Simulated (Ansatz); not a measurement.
**C2H8BClSi: a ladder of functionals and wavefunction methods**

An exercise on one series of results from a longer session: the logs are not shown, and one member is left open.

Computed with Ansatz 0.2.0, Gaussian basis. Level: functionals in def2-TZVPP, the program's frozen cores in correlated methods.

Plan: PBE-D4, r2SCAN-D4, PBE0-D4, B3LYP-D4, ωB97X-V, ωB97M-V, B2PLYP; CCSD(T)/def2-TZVPP; MP2/def2-QZVPP; extrapolation to the limit.

## Structure used throughout

All runs share one geometry, relaxed beforehand with PBE0-D4 in a triple-zeta def2 set.

SMILES `BCC[SiH2]Cl`, 13 atoms, charge 0, spin multiplicity 1.

Atoms are counted from 1 here; the program's logs count them from 0.

Bond lengths: B1–C2 1.549 Å, B1–H6 1.199 Å, B1–H7 1.198 Å, C2–C3 1.530 Å, C2–H8 1.097 Å, C2–H9 1.109 Å, C3–Si4 1.864 Å, C3–H10 1.095 Å, C3–H11 1.097 Å, Si4–Cl5 2.065 Å, Si4–H12 1.485 Å, Si4–H13 1.484 Å. Angles: C2–B1–H6 121.3°, C2–B1–H7 119.9°, H6–B1–H7 118.8°, B1–C2–C3 118.4°, B1–C2–H8 111.4°, B1–C2–H9 101.1°, C3–C2–H8 111.7°, C3–C2–H9 109.8°, H8–C2–H9 102.7°, C2–C3–Si4 114.2°, C2–C3–H10 110.5°, C2–C3–H11 110.4°, Si4–C3–H10 108.4°, Si4–C3–H11 107.2°, H10–C3–H11 105.8°, C3–Si4–Cl5 109.0°, C3–Si4–H12 111.4°, C3–Si4–H13 112.2° and more.

Coordinates:

```
B    -0.51106    1.94538    1.07923
C    -0.61738    0.61093    0.29976
C     0.61367   -0.29593    0.23925
Si    0.45166   -1.72877   -0.94170
Cl    0.10228   -0.99874   -2.84154
H     0.55412    2.41019    1.37476
H    -1.50303    2.56365    1.34170
H    -1.51859    0.05282    0.58151
H    -0.86401    0.97632   -0.71771
H     1.50148    0.28201   -0.03844
H     0.82848   -0.71458    1.23023
H    -0.70503   -2.59093   -0.59089
H     1.68793   -2.54726   -1.00134
```

Set-up of the first run:

Contents of in.yaml:

```yaml
crystal:
  periodic: [false, false, false]
  atoms:
    - {symbol: B, position_ang: [-0.511062, 1.945379, 1.079232]}
    - {symbol: C, position_ang: [-0.617385, 0.610933, 0.299756]}
    - {symbol: C, position_ang: [0.613670, -0.295930, 0.239249]}
    - {symbol: Si, position_ang: [0.451662, -1.728765, -0.941696]}
    - {symbol: Cl, position_ang: [0.102280, -0.998740, -2.841539]}
    - {symbol: H, position_ang: [0.554118, 2.410194, 1.374759]}
    - {symbol: H, position_ang: [-1.503032, 2.563649, 1.341695]}
    - {symbol: H, position_ang: [-1.518594, 0.052818, 0.581508]}
    - {symbol: H, position_ang: [-0.864011, 0.976322, -0.717713]}
    - {symbol: H, position_ang: [1.501481, 0.282012, -0.038444]}
    - {symbol: H, position_ang: [0.828476, -0.714578, 1.230228]}
    - {symbol: H, position_ang: [-0.705029, -2.590929, -0.590894]}
    - {symbol: H, position_ang: [1.687928, -2.547265, -1.001342]}
basis:
  gaussian: {orbitals: def2-TZVPP}
hamiltonian: {xc: pbe, dispersion: d4}
output: {forces: true, orbitals: {seedname: orbitals}}
```

Started as:

```console
$ ansatz run in.yaml --threads 4 --pin off --events-out ev --progress --plain --max-ram 10444MiB
```

Among the steps run: PBE-D4 (GGA); r2SCAN-D4 (meta-GGA); PBE0-D4 (hybrid); B3LYP-D4 (hybrid); ωB97X-V (range-separated); ωB97M-V (range-separated); B2PLYP (double hybrid); CCSD(T) in def2-TZVPP; MP2 in def2-QZVPP.

One of the session's tables, all rows but one given; the rest of the session is left out.

```
            method  atomisation energy (eV)
            PBE-D4                   48.420
         r2SCAN-D4                   48.225
           PBE0-D4                   48.152
          B3LYP-D4                   48.029
           ωB97X-V                   48.233
           ωB97M-V                   48.248
            B2PLYP                   47.507
     HF/def2-TZVPP                   37.186
    MP2/def2-TZVPP                   47.331
   CCSD/def2-TZVPP                   46.371
CCSD(T)/def2-TZVPP                   46.877
           MP2/CBS                   48.411
       CCSD(T)/CBS                        ?
```

**Question.** Estimate the row for CCSD(T)/CBS.

As computed: atomisation energy (eV): 47.957. In the column «atomisation energy (eV)» it lies between B2PLYP (47.507) and B3LYP-D4 (48.029).

Caveats from the session: Free atoms (1 B, 2 C, 1 Si, 1 Cl, 8 H) were run apart at each level; the atomisation energy is their sum less the molecule, without zero-point or spin-orbit terms.
